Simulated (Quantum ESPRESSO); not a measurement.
# Zn in Quantum ESPRESSO: a series of runs, part 2 of 3

Quantum ESPRESSO 7.5. The steps go on from the part before.

## (4) Work function, PBE

Input file pw.in:

```
&CONTROL
  calculation = 'scf'
  prefix = 'pwscf'
  outdir = './tmp'
  pseudo_dir = './pseudo'
  tprnfor = .true.
  disk_io = 'low'
/
&SYSTEM
  ibrav = 0
  celldm(1) = 8
  nat = 5
  ntyp = 1
  ecutwfc = 84
  nbnd = 64
  occupations = 'smearing'
  smearing = 'fd'
  degauss = 0.00367493
/
&ELECTRONS
  conv_thr = 5d-09
  electron_maxstep = 150
  mixing_beta = 0.3
  mixing_mode = 'local-TF'
/
ATOMIC_SPECIES
Zn    65.3800 Zn.upf
CELL_PARAMETERS alat
  0.6294673122426   0.0000000000000   0.0000000000000
 -0.3147336561267   0.5451346832571   0.0000000000000
  0.0000000000000   0.0000000000000   5.8802135388449
ATOMIC_POSITIONS crystal
Zn     0.3333333333    0.6666666666    0.3012846779
Zn     0.6666666667    0.3333333334    0.4006423389
Zn     0.3333333333    0.6666666666    0.5000000000
Zn     0.6666666667    0.3333333334    0.5993576611
Zn     0.3333333333    0.6666666666    0.6987153221
K_POINTS automatic
9 9 1 0 0 0
```

Input file pp_density.in:

```
&INPUTPP
  prefix = 'pwscf'
  outdir = './tmp'
  filplot = 'density.dat'
  plot_num = 0
/
&PLOT
  nfile = 1
  filepp(1) = 'density.dat'
  iflag = 3
  output_format = 6
  fileout = 'density.cube'
/
```

Input file pp_potential.in:

```
&INPUTPP
  prefix = 'pwscf'
  outdir = './tmp'
  filplot = 'potential.dat'
  plot_num = 11
/
&PLOT
  nfile = 1
  filepp(1) = 'potential.dat'
  iflag = 3
  output_format = 6
  fileout = 'potential.cube'
/
```

Input file pp_elf.in:

```
&INPUTPP
  prefix = 'pwscf'
  outdir = './tmp'
  filplot = 'elf.dat'
  plot_num = 8
/
&PLOT
  nfile = 1
  filepp(1) = 'elf.dat'
  iflag = 3
  output_format = 6
  fileout = 'elf.cube'
/
```

Potentials or basis: Ansatz NC SR PBE.

Started as:

```bash
$ OMP_NUM_THREADS=1 mpirun -n 2 pw.x -nk 2 -in pw.in > pw.out
$ OMP_NUM_THREADS=1 mpirun -n 1 pp.x -in pp_density.in > pp_density.out
$ OMP_NUM_THREADS=1 mpirun -n 1 pp.x -in pp_potential.in > pp_potential.out
$ OMP_NUM_THREADS=1 mpirun -n 1 pp.x -in pp_elf.in > pp_elf.out
```

pw.out:

```text
[... set-up lines left out ...]
     Self-consistent Calculation

     iteration #  1     ecut=    84.00 Ry     beta= 0.30
     Davidson diagonalization with overlap
     ethr =  1.00E-02,  avg # of iterations =  5.8

     Threshold (ethr) on eigenvalues was too large:
     Diagonalizing with lowered threshold

     Davidson diagonalization with overlap
     ethr =  1.17E-04,  avg # of iterations =  4.4

     negative rho (up, down):  4.310E-08 0.000E+00

     total energy              =   -2090.12382535 Ry
     estimated scf accuracy    <       0.12136395 Ry

     iteration #  2     ecut=    84.00 Ry     beta= 0.30
     Davidson diagonalization with overlap
     ethr =  1.21E-04,  avg # of iterations =  1.1

     total energy              =   -2090.09597229 Ry
     estimated scf accuracy    <       0.06412255 Ry

     iteration #  3     ecut=    84.00 Ry     beta= 0.30
     Davidson diagonalization with overlap
     ethr =  6.41E-05,  avg # of iterations =  2.5

     total energy              =   -2090.10816984 Ry
     estimated scf accuracy    <       0.00211339 Ry

     iteration #  4     ecut=    84.00 Ry     beta= 0.30
     Davidson diagonalization with overlap
     ethr =  2.11E-06,  avg # of iterations =  4.1

     total energy              =   -2090.10793821 Ry
     estimated scf accuracy    <       0.00091911 Ry

     iteration #  5     ecut=    84.00 Ry     beta= 0.30
     Davidson diagonalization with overlap
     ethr =  9.19E-07,  avg # of iterations =  2.0

     total energy              =   -2090.10800631 Ry
     estimated scf accuracy    <       0.00017938 Ry

     iteration #  6     ecut=    84.00 Ry     beta= 0.30
     Davidson diagonalization with overlap
     ethr =  1.79E-07,  avg # of iterations =  2.0

     total energy              =   -2090.10803030 Ry
     estimated scf accuracy    <       0.00001186 Ry

     iteration #  7     ecut=    84.00 Ry     beta= 0.30
     Davidson diagonalization with overlap
     ethr =  1.19E-08,  avg # of iterations =  2.0

     total energy              =   -2090.10803244 Ry
     estimated scf accuracy    <       0.00000254 Ry
[... 8 lines left out ...]
     iteration #  9     ecut=    84.00 Ry     beta= 0.30
     Davidson diagonalization with overlap
     ethr =  2.44E-09,  avg # of iterations =  2.0

     total energy              =   -2090.10803343 Ry
     estimated scf accuracy    <       0.00000322 Ry

     iteration # 10     ecut=    84.00 Ry     beta= 0.30
     Davidson diagonalization with overlap
     ethr =  2.44E-09,  avg # of iterations =  2.6

     total energy              =   -2090.10803418 Ry
     estimated scf accuracy    <       0.00000005 Ry

     iteration # 11     ecut=    84.00 Ry     beta= 0.30
     Davidson diagonalization with overlap
     ethr =  4.58E-11,  avg # of iterations =  2.0

     total energy              =   -2090.10803416 Ry
     estimated scf accuracy    <       0.00000007 Ry

     iteration # 12     ecut=    84.00 Ry     beta= 0.30
     Davidson diagonalization with overlap
     ethr =  4.58E-11,  avg # of iterations =  2.0

     total energy              =   -2090.10803417 Ry
     estimated scf accuracy    <          6.4E-09 Ry

     iteration # 13     ecut=    84.00 Ry     beta= 0.30
     Davidson diagonalization with overlap
     ethr =  6.39E-12,  avg # of iterations =  2.0

     End of self-consistent calculation

          k = 0.0000 0.0000 0.0000 ( 13571 PWs)   bands (ev):

  -121.2113-121.1802-121.1802-120.9102-120.9102 -75.3528 -75.3434 -75.3434
   -75.3236 -75.3229 -75.3118 -75.3118 -75.3118 -75.3118 -75.0622 -75.0622
   -75.0359 -75.0359 -75.0359 -75.0359  -4.8274  -4.2020  -3.4826  -3.1034
    -3.0992  -2.4538  -2.2961  -2.2739  -2.2739  -2.2401  -2.2401  -2.2231
    -2.2231  -1.9563  -1.9563  -1.9539  -1.9539  -1.9137  -1.8406  -1.8406
    -1.7511  -1.7511  -1.6967  -1.6967  -1.4749  -1.4749  -1.4749  -1.4749
    -0.8271   1.0107   2.7697   5.3170   7.6702   8.9273   9.7782  10.0406
    11.9568  12.0752  14.6967  14.9860  17.6945  18.7118  21.8694  22.9299

          k = 0.0000 0.2038 0.0000 ( 13487 PWs)   bands (ev):

  -121.2110-121.1799-121.1799-120.9099-120.9099 -75.3524 -75.3467 -75.3443
   -75.3232 -75.3227 -75.3151 -75.3151 -75.3127 -75.3127 -75.0619 -75.0619
   -75.0392 -75.0392 -75.0368 -75.0368  -4.4673  -3.8576  -3.2130  -2.9270
    -2.9045  -2.4275  -2.3183  -2.2974  -2.2804  -2.2574  -2.1920  -2.1601
    -2.1422  -2.0884  -2.0129  -1.9792  -1.9246  -1.9023  -1.8808  -1.8419
    -1.8381  -1.7594  -1.6987  -1.6347  -1.5532  -1.4856  -1.4852  -1.4519
    -0.4753   1.2829   3.2473   5.6810   8.0079   9.2728  10.1306  10.3824
    12.3001  12.4207  15.0471  15.3162  18.0580  18.5476  19.0605  19.2666

          k = 0.0000 0.4076 0.0000 ( 13457 PWs)   bands (ev):

  -121.2102-121.1791-121.1791-120.9091-120.9091 -75.3551 -75.3514 -75.3465
   -75.3235 -75.3234 -75.3223 -75.3219 -75.3149 -75.3149 -75.0610 -75.0610
   -75.0475 -75.0475 -75.0389 -75.0389  -3.5061  -3.0552  -2.8086  -2.6046
    -2.5988  -2.4306  -2.3709  -2.3349  -2.2613  -2.2446  -2.2215  -2.1432
    -1.9857  -1.9823  -1.9551  -1.9315  -1.9290  -1.9137  -1.8762  -1.8231
    -1.7536  -1.7290  -1.6386  -1.6352  -1.5709  -1.5124  -1.5106  -0.8864
     0.4233   2.1195   4.5521   6.7602   9.0124  10.3047  11.1760  11.3997
    13.2604  13.4105  13.5457  14.2277  15.2679  16.0991  16.2519  16.6484

          k = 0.0000 0.6115 0.0000 ( 13385 PWs)   bands (ev):

  -121.2093-121.1782-121.1782-120.9082-120.9082 -75.3646 -75.3503 -75.3489
   -75.3330 -75.3328 -75.3212 -75.3211 -75.3174 -75.3173 -75.0600 -75.0600
   -75.0570 -75.0570 -75.0414 -75.0414  -2.9498  -2.8729  -2.8467  -2.6445
    -2.6070  -2.5090  -2.5051  -2.4139  -2.2560  -2.0835  -2.0770  -2.0202
    -1.8989  -1.8679  -1.8166  -1.7759  -1.7095  -1.6985  -1.6791  -1.6741
    -1.6606  -1.5416  -1.5389  -1.3905  -1.3903  -0.9465  -0.3582   0.6520
     2.0362   3.6384   6.4893   8.4457   9.0161   9.6003  10.5953  10.6274
    12.0767  12.1495  12.9661  13.1145  13.5805  14.9806  15.1332  16.0591

          k = 0.0000 0.8153 0.0000 ( 13392 PWs)   bands (ev):
[... 56 lines left out ...]
  -121.2089-121.1778-121.1778-120.9079-120.9079 -75.3653 -75.3536 -75.3498
   -75.3336 -75.3334 -75.3220 -75.3220 -75.3208 -75.3207 -75.0596 -75.0596
   -75.0576 -75.0576 -75.0461 -75.0461  -2.6326  -2.6194  -2.5727  -2.4962
    -2.4892  -2.4657  -2.3264  -2.2906  -2.2775  -2.1912  -2.1452  -2.1427
    -2.1233  -2.0260  -1.9851  -1.8955  -1.8950  -1.8588  -1.8413  -1.6891
    -1.6705  -1.6124  -1.5667  -1.4246  -1.4203   0.2735   0.8638   1.8339
     3.1682   4.7127   7.6101   9.4922   9.8295  10.1056  10.4756  10.7215
    11.5147  11.5831  11.7429  12.9186  13.1322  13.2576  14.0371  14.1284

          k = 0.3530 0.8153 0.0000 ( 13407 PWs)   bands (ev):

  -121.2085-121.1774-121.1774-120.9074-120.9074 -75.3675 -75.3574 -75.3493
   -75.3359 -75.3356 -75.3257 -75.3257 -75.3203 -75.3203 -75.0599 -75.0599
   -75.0591 -75.0591 -75.0498 -75.0498  -2.6618  -2.6404  -2.6108  -2.5256
    -2.4753  -2.4620  -2.3030  -2.2719  -2.2485  -2.2192  -2.1258  -2.1005
    -2.0454  -1.9978  -1.9463  -1.9016  -1.8090  -1.7546  -1.7315  -1.6831
    -1.6815  -1.6260  -1.5928  -1.4704  -1.4643   2.7409   3.3697   4.3326
     5.5266   5.8764   6.9084   7.3593   7.7876   8.9725   9.2015   9.8800
    10.1095  10.4542  10.8729  12.1559  12.1565  13.4054  13.7696  14.3259

          k = 0.5295 0.9172 0.0000 ( 13374 PWs)   bands (ev):

  -121.2083-121.1772-121.1772-120.9073-120.9073 -75.3635 -75.3634 -75.3490
   -75.3319 -75.3318 -75.3318 -75.3316 -75.3202 -75.3201 -75.0589 -75.0589
   -75.0559 -75.0559 -75.0559 -75.0559  -2.5595  -2.4860  -2.4676  -2.4195
    -2.4001  -2.3373  -2.3186  -2.3176  -2.3058  -2.2371  -2.1087  -2.0913
    -2.0783  -1.9940  -1.8951  -1.8951  -1.8949  -1.8942  -1.8071  -1.7746
    -1.7356  -1.6677  -1.6324  -1.5481  -1.5422   5.5432   5.5791   5.7513
     5.9945   6.3696   6.4535   6.8238   7.4619   7.7726   8.6621   8.7172
     8.7364   9.7950  10.2025  10.4947  12.1158  12.6832  14.1118  14.5489

     the Fermi energy is     5.5977 ev

!    total energy              =   -2090.10803418 Ry
     estimated scf accuracy    <          3.8E-10 Ry
     smearing contrib. (-TS)   =      -0.00127366 Ry
     internal energy E=F+TS    =   -2090.10676051 Ry

     The total energy is F=E-TS. E is the sum of the following terms:
     one-electron contribution =  -13071.96522417 Ry
     hartree contribution      =    6531.80589805 Ry
     xc contribution           =    -224.44390573 Ry
     ewald contribution        =    4674.49647134 Ry

     convergence has been achieved in  13 iterations

     Forces acting on atoms (cartesian axes, Ry/au):

     atom    1 type  1   force =     0.00000000   -0.00000000   -0.00366418
     atom    2 type  1   force =    -0.00000000    0.00000000    0.00241635
     atom    3 type  1   force =     0.00000000    0.00000000    0.00000000
     atom    4 type  1   force =     0.00000000   -0.00000000   -0.00241635
     atom    5 type  1   force =     0.00000000    0.00000000    0.00366418

     Total force =     0.006207     Total SCF correction =     0.000036

=------------------------------------------------------------------------------=
   JOB DONE.
=------------------------------------------------------------------------------=
```

Run time: 2.5 min. Hardware: 2 MPI ranks of Intel Xeon Platinum 8259CL at 2.50GHz (Skylake/Cascade Lake), shared host; peak memory 0.58 GiB.

Results:

- Free energy: -28437.3685 eV
- Largest force: 0.094 eV/Å
- Band gap on the k mesh: none (metal or under the smearing width)
- Work function of the upper face: 3.85 eV
- Work function of the lower face: 3.85 eV

Forces on the atoms (eV/Å):
```
Zn   0.000  0.000 -0.094
Zn   0.000  0.000  0.062
Zn   0.000  0.000  0.000
Zn   0.000  0.000 -0.062
Zn   0.000  0.000  0.094
```

## (5) Work function, PBE

pw.in: that of step 4 with these lines changed.

```diff
@@ -38,2 +38,2 @@
 K_POINTS automatic
-9 9 1 0 0 0
+11 11 1 0 0 0
```

pp_density.in is that of step 4.

pp_potential.in is that of step 4.

pp_elf.in is that of step 4.

Potentials or basis: Ansatz NC SR PBE.

Started as:

```bash
$ OMP_NUM_THREADS=1 mpirun -n 2 pw.x -nk 2 -in pw.in > pw.out
$ OMP_NUM_THREADS=1 mpirun -n 1 pp.x -in pp_density.in > pp_density.out
$ OMP_NUM_THREADS=1 mpirun -n 1 pp.x -in pp_potential.in > pp_potential.out
$ OMP_NUM_THREADS=1 mpirun -n 1 pp.x -in pp_elf.in > pp_elf.out
```

pw.out:

```text
[... set-up lines left out ...]
     Self-consistent Calculation

     iteration #  1     ecut=    84.00 Ry     beta= 0.30
     Davidson diagonalization with overlap
     ethr =  1.00E-02,  avg # of iterations =  6.1

     Threshold (ethr) on eigenvalues was too large:
     Diagonalizing with lowered threshold

     Davidson diagonalization with overlap
     ethr =  1.17E-04,  avg # of iterations =  4.6

     negative rho (up, down):  1.952E-08 0.000E+00
[... 92 lines left out ...]
     iteration # 14     ecut=    84.00 Ry     beta= 0.30
     Davidson diagonalization with overlap
     ethr =  6.31E-12,  avg # of iterations =  2.0

     End of self-consistent calculation

          k = 0.0000 0.0000 0.0000 ( 13571 PWs)   bands (ev):

  -121.0754-121.0754-121.0386-120.9731-120.9731 -75.2230 -75.2225 -75.2046
   -75.2046 -75.2046 -75.2046 -75.1848 -75.1671 -75.1671 -75.1175 -75.1175
   -75.1023 -75.1023 -75.1023 -75.1023  -4.7107  -4.1514  -3.4256  -3.0890
    -3.0461  -2.3393  -2.2629  -2.1311  -2.1311  -2.1301  -2.1301  -2.0827
    -2.0827  -2.0173  -2.0173  -2.0157  -2.0157  -1.8909  -1.7181  -1.7181
    -1.6631  -1.6631  -1.5708  -1.5708  -1.5207  -1.5207  -1.5140  -1.5140
    -0.7906   1.0460   2.8036   5.3544   7.6848   8.9038   9.7663  10.0142
    11.9573  12.0585  14.6821  14.9985  17.7058  18.6931  21.8514  23.0162
[... 157 lines left out ...]
  -121.0725-121.0725-121.0356-120.9702-120.9702 -75.2271 -75.2271 -75.2218
   -75.2217 -75.2193 -75.2191 -75.1895 -75.1842 -75.1819 -75.1248 -75.1248
   -75.1194 -75.1194 -75.1142 -75.1142  -2.4712  -2.4366  -2.3767  -2.3588
    -2.3259  -2.2985  -2.2688  -2.2205  -2.1794  -2.1414  -2.0876  -2.0743
    -2.0087  -2.0036  -1.8939  -1.8888  -1.8660  -1.8320  -1.7753  -1.7143
    -1.6295  -1.5872  -1.5613  -1.5368  -1.5367   4.8938   4.9681   5.3633
     5.6112   6.1231   6.9855   7.5740   7.8079   7.9034   8.3801   9.1533
     9.2665   9.6776  10.4897  11.5663  11.9972  12.7968  13.6948  14.6857

     the Fermi energy is     5.3334 ev

!    total energy              =   -2090.10544480 Ry
     estimated scf accuracy    <          2.5E-09 Ry
     smearing contrib. (-TS)   =      -0.00160022 Ry
     internal energy E=F+TS    =   -2090.10384458 Ry

     The total energy is F=E-TS. E is the sum of the following terms:
     one-electron contribution =  -13072.35116284 Ry
     hartree contribution      =    6532.19346451 Ry
     xc contribution           =    -224.44261759 Ry
     ewald contribution        =    4674.49647134 Ry

     convergence has been achieved in  14 iterations

     Forces acting on atoms (cartesian axes, Ry/au):

     atom    1 type  1   force =     0.00000000    0.00000000   -0.00177160
     atom    2 type  1   force =     0.00000000    0.00000000    0.00600337
     atom    3 type  1   force =     0.00000000   -0.00000000    0.00000000
     atom    4 type  1   force =     0.00000000   -0.00000000   -0.00600337
     atom    5 type  1   force =     0.00000000   -0.00000000    0.00177160

     Total force =     0.008852     Total SCF correction =     0.000022

=------------------------------------------------------------------------------=
   JOB DONE.
=------------------------------------------------------------------------------=
```

pp_density.out:

```text
This program is part of the open-source Quantum ESPRESSO suite
     for quantum simulation of materials; please cite
         "P. Giannozzi et al., J. Phys.:Condens. Matter 21 395502 (2009);
         "P. Giannozzi et al., J. Phys.:Condens. Matter 29 465901 (2017);
         "P. Giannozzi et al., J. Chem. Phys. 152 154105 (2020);
     in publications or presentations arising from this work. More details at

     IMPORTANT: XC functional enforced from input :
     Exchange-correlation= PBE
                           (   1   4   3   4   0   0   0)
     Any further DFT definition will be discarded
     Please, verify this is what you really want

     G-vector sticks info
     --------------------
     sticks:   dense  smooth     PW     G-vecs:    dense   smooth      PW
     Sum         583     583    163               107513   107513   17039

     Using Slab Decomposition

     Calling punch_plot, plot_num =   0
     Writing data to file  density.dat
     Reading data from file  density.dat

     Writing data to be plotted to file density.cube
     Plot Type: 3D                     Output format: Gaussian cube

=------------------------------------------------------------------------------=
   JOB DONE.
=------------------------------------------------------------------------------=
```

Run time: 3.3 min. Hardware: 2 MPI ranks of Intel Xeon Platinum 8259CL at 2.50GHz (Skylake/Cascade Lake), shared host; peak memory 0.62 GiB.

Results:

```yaml
Free_energy: -28437.3333 eV
Largest_force: 0.154 eV/Å
Band_gap_on_the_k_mesh: none (metal or under the smearing width)
Work_function_of_the_upper_face: 4.05 eV
Work_function_of_the_lower_face: 4.05 eV
```

Forces on the atoms (eV/Å):
```
Zn   0.000  0.000 -0.046
Zn   0.000  0.000  0.154
Zn   0.000  0.000  0.000
Zn   0.000  0.000 -0.154
Zn   0.000  0.000  0.046
```

Levels at points of the mesh, in eV from the Fermi level:
| k point | band 46 | band 47 | band 48 | band 49 | band 50 | band 51 | band 52 | band 53 | band 54 | band 55 |
| --- | --- | --- | --- | --- | --- | --- | --- | --- | --- | --- |
| (0.00, 0.00, 0.00) | -6.85 | -6.85 | -6.85 | -6.12 | -4.29 | -2.53 | 0.02 | 2.35 | 3.57 | 4.43 |

(Continued in part 3 of 3.)
